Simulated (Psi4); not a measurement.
**triplet GaCl at 5 levels**

We compute a comparison of 5 runs (U-wB97X/cc-pVTZ, UB2PLYP/cc-pVTZ, UDSD-PBEP86/cc-pVTZ, UOMP2/cc-pVTZ, UMP3/cc-pVTZ) of triplet GaCl. 

Program for the calculation: Psi4 1.11.

2 further runs of the same task are left out: 2 set aside as unsound or not needed.

## 1. The molecule

The species is GaCl (2 atoms), meant as a triplet with charge 0. As SMILES of the parent species, `[Cl][Ga]`. The shape is that of a PBE0-D4/def2-TZVP optimisation. That shape belongs to the parent species and isn't relaxed for this state.

Bond lengths: Cl1–Ga2 2.216 Å.

## 2. Energy and gradient at U-wB97X/cc-pVTZ (run 1)

Contents of job.in:

```
memory 1600 MB

molecule geom {
  0 3
  Cl
  Ga 1 r2

  r2 = 2.21572
  units angstrom
  symmetry c1
}

set basis cc-pVTZ
set reference uks
set puream true
set e_convergence 1e-09
set d_convergence 1e-08
set scf_type pk
set dft_radial_points 99
set dft_spherical_points 590
set maxiter 100

e_tot, wfn = gradient("wb97x", return_wfn=True)
oeprop(wfn, "WIBERG_LOWDIN_INDICES", "DIPOLE", "LOWDIN_CHARGES")
print_variables()
```

Started as:

```sh
psi4 -n 1 job.in job.out
```

job.out:

```text
[...]
  Running in c1 symmetry.
[...]
  Nuclear repulsion =  125.862649623187949
[...]
  Multiplicity = 3
[...]
  Nalpha       = 25
  Nbeta        = 23
[...]
    Number of basis functions: 77
[...]
   @UKS iter   1: -2383.53978915759080   -2.41149e+00   2.58182e-02 ADIIS/DIIS
[...]
   @UKS iter  15: -2385.07228430570012   -4.54747e-12   4.58830e-09 DIIS
[...]
   @S^2 Observed:                2.005715253E+00
[...]
  @UKS Final Energy: -2385.07228430570012
   => Energetics <=
    Nuclear Repulsion Energy =            125.8626496231879486
    One-Electron Energy =               -3569.1358198723792157
    Two-Electron Energy =                1138.9981763449627579
    DFT Exchange-Correlation Energy =     -80.7972904014714430
    Empirical Dispersion Energy =           0.0000000000000000
    VV10 Nonlocal Energy =                  0.0000000000000000
    Total Energy =                      -2385.0722843057001228
[...]
  -Total Gradient:
     Atom            X                  Y                   Z
    ------   -----------------  -----------------  -----------------
       1        0.000000000000    -0.000000000000    -0.009034704562
       2        0.000000000002     0.000000000000     0.009106126353
[...]
```

Wall time 3 min (1 thread of Intel Xeon Platinum 8488C (Sapphire Rapids), shared host); peak memory 1.3 GiB.

## 3. A single-point energy at UB2PLYP/cc-pVTZ (density fitting for correlation) (run 2)

Contents of calc.inp:

```
memory 1600 mb

molecule molecule1 {
  0 3
  Cl
  Ga 1 R2

  R2 = 2.21572
  symmetry c1
}

set globals {
  reference uks
  puream true
  e_convergence 1e-09
  d_convergence 1e-08
  scf_type pk
  dft_radial_points 99
  dft_spherical_points 590
  num_frozen_docc 14
  maxiter 100
}

E, wfn = energy('b2plyp/cc-pVTZ', return_wfn=True)
print_variables()
```

Started as:

```sh
psi4 calc.inp calc.out -n 1
```

calc.out:

```text
[...]
  Running in c1 symmetry.
[...]
  Nuclear repulsion =  125.862649623187949
[...]
  Multiplicity = 3
[...]
  Nalpha       = 25
  Nbeta        = 23
[...]
    Number of basis functions: 77
[...]
   @UKS iter   1: -2382.97109205927654   -2.57539e+00   2.52544e-02 DIIS/ADIIS
[...]
   @UKS iter  14: -2384.43361514438675   -5.91172e-12   4.29232e-09 DIIS
[...]
   @S^2 Observed:                2.006238208E+00
[...]
  @UKS Final Energy: -2384.43361514438675
   => Energetics <=
    Nuclear Repulsion Energy =            125.8626496231879486
    One-Electron Energy =               -3569.8539548288445076
    Two-Electron Energy =                1108.7191008951947424
    DFT Exchange-Correlation Energy =     -49.1614108339243856
    Empirical Dispersion Energy =           0.0000000000000000
    VV10 Nonlocal Energy =                  0.0000000000000000
    Total Energy =                      -2384.4336151443867493
[...]
 Multipole Moments:
 ------------------------------------------------------------------------------------
     Multipole            Electronic (a.u.)      Nuclear  (a.u.)        Total (a.u.)
 ------------------------------------------------------------------------------------
 L = 1.  Multiply by 2.5417464519 to convert [e a0] to [Debye]
 Dipole X            :          0.0000000            0.0000000            0.0000000
 Dipole Y            :         -0.0000000            0.0000000           -0.0000000
 Dipole Z            :          4.3245335           -3.5344566            0.7900769
 Magnitude           :                                                    0.7900769
[...]
```

Run time: 26 s. Hardware: 1 thread of Intel Xeon Platinum 8488C (Sapphire Rapids), shared host; peak memory 1.3 GiB.

Run 3 isn't shown in full; the table further down has it.

## 4. A single-point energy at UOMP2/cc-pVTZ (density fitting for correlation) (run 4)

Contents of run_ase.py:

```python
import numpy as np
from ase.calculators.psi4 import Psi4
from ase import Atoms

mol = Atoms(['Cl', 'Ga'], positions=[
    [0.000000, 0.000000, -0.023560],
    [0.000000, 0.000000, 2.192160],
])
calc = Psi4(atoms=mol, method='omp2', basis='cc-pVTZ', memory='1600MB', num_threads=1, charge=0, multiplicity=3, label='psi4-calc', reference='uhf')
calc.psi4.set_options({'puream': True, 'e_convergence': 1e-09, 'd_convergence': 1e-08, 'scf_type': 'pk', 'num_frozen_docc': 14, 'maxiter': 100})
mol.calc = calc

print(f'energy: {mol.get_potential_energy():.6f} eV')
```

Started as:

```sh
python run_ase.py
```

psi4-calc.dat:

```text
[...]
  Running in c1 symmetry.
[...]
  Nuclear repulsion =  125.862649623187977
[...]
  Multiplicity = 3
[...]
  Nalpha       = 25
  Nbeta        = 23
[...]
    Number of basis functions: 77
[...]
   @UHF iter   1: -2381.43526801825510   -3.34308e+00   2.42042e-02 DIIS/ADIIS
[...]
   @UHF iter  15: -2382.78278797402754   -7.27596e-12   6.14414e-09 DIIS
[...]
   @S^2 Observed:                2.007449608E+00
[...]
  @UHF Final Energy: -2382.78278797402754
   => Energetics <=
    Nuclear Repulsion Energy =            125.8626496231879770
    One-Electron Energy =               -3570.6563002459406562
    Two-Electron Energy =                1062.0108626487249239
    Total Energy =                      -2382.7827879740275421
  UHF NO Occupations:
  HONO-2 :   23  A 1.9975070
  HONO-1 :   24  A 1.0000000
[...]
 Multipole Moments:
 ------------------------------------------------------------------------------------
     Multipole            Electronic (a.u.)      Nuclear  (a.u.)        Total (a.u.)
 ------------------------------------------------------------------------------------
 L = 1.  Multiply by 2.5417464519 to convert [e a0] to [Debye]
 Dipole X            :          0.0000000            0.0000000            0.0000000
 Dipole Y            :         -0.0000000            0.0000000           -0.0000000
 Dipole Z            :          4.5098072           -3.5344566            0.9753506
 Magnitude           :                                                    0.9753506
[...]
	DF-SCS-MP2 Total Energy (a.u.)     : -2383.05433103867836
	DF-SOS-MP2 Total Energy (a.u.)     : -2383.04717244904350
[...]
	DF-SCS-OMP2 Total Energy (a.u.)    : -2383.05986954609079
	DF-SOS-OMP2 Total Energy (a.u.)    : -2383.03087978943495
	DF-SCS(N)-OMP2 Total Energy (a.u.) : -2382.92960211098807
[...]
	DF-OMP2 Total Energy (a.u.)        : -2383.07545846053927
[...]
```

On the terminal:

```text
energy: -64846.786225 eV
```

Run time: 73 s. Hardware: 1 thread of Intel Xeon Platinum 8488C (Sapphire Rapids), shared host; peak memory 1.1 GiB.

## 5. A single-point energy at UMP3/cc-pVTZ (run 5)

Contents of clga.py:

```python
import psi4

psi4.set_memory(1600000000)
psi4.set_num_threads(1)
psi4.core.set_output_file('run.log', False)

m = psi4.geometry("""
0 3
Cl     0.00000000     0.00000000    -0.04452195
Ga     0.00000000     0.00000000     4.14258202
units bohr
symmetry c1
no_reorient
no_com
""")

options = {'basis': 'cc-pVTZ', 'reference': 'uhf', 'puream': True, 'e_convergence': 1e-09, 'd_convergence': 1e-08, 'scf_type': 'pk', 'num_frozen_docc': 14, 'maxiter': 100, 'mp_type': 'conv'}
psi4.set_options(options)

result, w = psi4.energy("mp3", return_wfn=True)
print(f'mp3 energy: {result:.10f} Eh')
```

Started as:

```sh
python clga.py
```

run.log:

```text
[...]
  Running in c1 symmetry.
[...]
  Nuclear repulsion =  125.862649644212212
[...]
  Multiplicity = 3
[...]
  Nalpha       = 25
  Nbeta        = 23
[...]
    Number of basis functions: 77
[...]
   @UHF iter   1: -2381.43629175970773   -3.34411e+00   2.42024e-02 ADIIS/DIIS
[...]
   @UHF iter  15: -2382.78278797403436   -5.00222e-12   6.16424e-09 DIIS
[...]
   @S^2 Observed:                2.007449608E+00
[...]
  @UHF Final Energy: -2382.78278797403436
   => Energetics <=
    Nuclear Repulsion Energy =            125.8626496442122118
    One-Electron Energy =               -3570.6563003226578985
    Two-Electron Energy =                1062.0108627044116929
    Total Energy =                      -2382.7827879740343633
  UHF NO Occupations:
  HONO-2 :   23  A 1.9975070
  HONO-1 :   24  A 1.0000000
[...]
 Multipole Moments:
 ------------------------------------------------------------------------------------
     Multipole            Electronic (a.u.)      Nuclear  (a.u.)        Total (a.u.)
 ------------------------------------------------------------------------------------
 L = 1.  Multiply by 2.5417464519 to convert [e a0] to [Debye]
 Dipole X            :         -0.0000000            0.0000000           -0.0000000
 Dipole Y            :         -0.0000000            0.0000000           -0.0000000
 Dipole Z            :       -126.6878189          127.6631695            0.9753506
 Magnitude           :                                                    0.9753506
[...]
	SCS-MP2 Total Energy (a.u.)        : -2383.05442885186767
	SOS-MP2 Total Energy (a.u.)        : -2383.04729025048800
[...]
	SOS-PI-MP2 Total Energy (a.u.)     : -2383.06763657944612
[...]
	MP2 Total Energy (a.u.)            : -2383.06870605462655
[...]
	SCS-MP3 Total Energy (a.u.)        : -2383.05814704174463
[...]
	MP3 Total Energy (a.u.)            : -2383.08357881413394
[...]
```

On the terminal:

```text
mp3 energy: -2383.0835788141 Eh
```

It took 32 s on 1 thread of Intel Xeon Platinum 8488C (Sapphire Rapids), shared host; peak memory 1.1 GiB.

## 6. All runs side by side

```
run                                                  level      task  frozen core orbitals   energy (Eh)  HOMO energy (eV)  LUMO energy (eV)   ⟨S²⟩  wall time
  1                                        U-wB97X/cc-pVTZ  gradient                     0  -2385.072284             -6.11             -3.95  2.006      3 min
  2      UB2PLYP/cc-pVTZ (density fitting for correlation)    energy                    14  -2384.530670             -5.02             -4.12  2.006       26 s
  3  UDSD-PBEP86/cc-pVTZ (density fitting for correlation)    energy                    14  -2383.892957             -5.88             -3.05  2.007       27 s
  4        UOMP2/cc-pVTZ (density fitting for correlation)    energy                    14  -2383.075458             -6.78             -1.31  2.007       73 s
  5                                           UMP3/cc-pVTZ    energy                    14  -2383.083579             -6.78             -1.31  2.007       32 s
```

## 7. Outcome

| quantity | value |
| --- | --- |
| run 5: total energy | -2383.08358 Eh |
| run 5: HOMO energy (Hartree–Fock orbitals) (highest over α and β) | -6.78 eV |
| run 5: LUMO energy (Hartree–Fock orbitals) (lowest over α and β) | -1.31 eV |
| run 5: correlation energy (14 core orbitals frozen) | -300.8 mEh |
| run 5: ⟨S²⟩ of the reference determinant | 2.007 |

Totals of different functionals can't be ranked against each other. All runs together took 5.7 min, the longest 3 min.
